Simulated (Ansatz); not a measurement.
**Si₃Ge₃H₁₄: basis-set convergence**

One table from this session's results is given with a row withheld; the runs are named, their logs left out.

Program: Ansatz 0.2.0, Gaussian basis. Level of theory: one geometry, several basis sets. These are calculated values, not measurements.

Plan: PBE0-D4/def2-SVP; ωB97M-V/def2-SVP; PBE0-D4/def2-QZVPP; ωB97M-V/def2-QZVPP; the functionals' def2-TZVPP values are taken from earlier runs.

### The relaxed structure

An earlier PBE0-D4 in a triple-zeta def2 set relaxation fixed the geometry.

SMILES `[GeH3][SiH2][SiH2][SiH2][GeH2][GeH3]`, 20 atoms, charge 0, spin multiplicity 1.

Atoms are counted from 1 here; the program's logs count them from 0.

Bond lengths: Ge1–Si2 2.381 Å, Ge1–H7 1.539 Å, Ge1–H8 1.538 Å, Ge1–H9 1.538 Å, Si2–Si3 2.336 Å, Si2–H10 1.489 Å, Si2–H11 1.489 Å, Si3–Si4 2.337 Å, Si3–H12 1.490 Å, Si3–H13 1.490 Å, Si4–Ge5 2.384 Å, Si4–H14 1.490 Å, Si4–H15 1.489 Å, Ge5–Ge6 2.425 Å, Ge5–H16 1.541 Å, Ge5–H17 1.542 Å, Ge6–H18 1.539 Å, Ge6–H19 1.537 Å and more. Angles: Si2–Ge1–H7 109.8°, Si2–Ge1–H8 111.6°, Si2–Ge1–H9 110.3°, H7–Ge1–H8 108.7°, H7–Ge1–H9 108.0°, H8–Ge1–H9 108.4°, Ge1–Si2–Si3 109.4°, Ge1–Si2–H10 109.5°, Ge1–Si2–H11 109.6°, Si3–Si2–H10 111.3°, Si3–Si2–H11 108.9°, H10–Si2–H11 108.2°, Si2–Si3–Si4 109.1°, Si2–Si3–H12 110.4°, Si2–Si3–H13 109.6°, Si4–Si3–H12 109.0°, Si4–Si3–H13 110.3°, H12–Si3–H13 108.4° and more.

Set-up of the first run:

in.yaml

```yaml
crystal:
  periodic: [false, false, false]
  atoms:
    - {symbol: Ge, position_ang: [-0.047278, -2.628549, -0.649872]}
    - {symbol: Si, position_ang: [1.523241, -0.951570, -1.273800]}
    - {symbol: Si, position_ang: [0.392297, 0.848291, -2.242153]}
    - {symbol: Si, position_ang: [-1.253996, 1.602072, -0.764100]}
    - {symbol: Ge, position_ang: [-0.311679, 2.000351, 1.389449]}
    - {symbol: Ge, position_ang: [-0.188540, 0.002488, 2.758950]}
    - {symbol: H, position_ang: [-0.656218, -3.267156, -1.910336]}
    - {symbol: H, position_ang: [0.610502, -3.733854, 0.192724]}
    - {symbol: H, position_ang: [-1.192813, -2.009213, 0.169355]}
    - {symbol: H, position_ang: [2.521795, -1.531439, -2.214529]}
    - {symbol: H, position_ang: [2.246561, -0.471422, -0.064046]}
    - {symbol: H, position_ang: [1.338214, 1.964340, -2.525354]}
    - {symbol: H, position_ang: [-0.225032, 0.417166, -3.528289]}
    - {symbol: H, position_ang: [-1.872090, 2.856825, -1.277451]}
    - {symbol: H, position_ang: [-2.325690, 0.575541, -0.640321]}
    - {symbol: H, position_ang: [1.101489, 2.595820, 1.235478]}
    - {symbol: H, position_ang: [-1.167054, 3.036537, 2.145245]}
    - {symbol: H, position_ang: [0.275414, 0.368227, 4.179588]}
    - {symbol: H, position_ang: [-1.572947, -0.660084, 2.847521]}
    - {symbol: H, position_ang: [0.803823, -1.014371, 2.171943]}
basis:
  gaussian: {orbitals: def2-SVP}
hamiltonian: {xc: pbe0, dispersion: d4}
output: {orbitals: {seedname: orbitals}}
```

Started as:

```console
$ ansatz run in.yaml --threads 4 --pin off --events-out ev --progress --plain --max-ram 66560MiB --backend cpu
```

Steps of the session up to this table: PBE0-D4 in def2-SVP; ωB97M-V in def2-SVP; PBE0-D4 in def2-QZVPP; ωB97M-V in def2-QZVPP.

One table of the session follows, with a row left open; its other results are not shown here.

It belongs to the step «Density functionals: the series». 

```
functional       basis  HOMO (eV)
   PBE0-D4    def2-SVP          ?
   PBE0-D4  def2-TZVPP      -7.76
   PBE0-D4  def2-QZVPP      -7.76
   ωB97M-V    def2-SVP      -9.69
   ωB97M-V  def2-TZVPP      -9.69
   ωB97M-V  def2-QZVPP      -9.68
```

**Question.** Estimate the row for PBE0-D4, def2-SVP.

The run gave: HOMO (eV): -7.80. In the column «HOMO (eV)» it lies between ωB97M-V, def2-QZVPP (-9.68) and PBE0-D4, def2-TZVPP (-7.76).
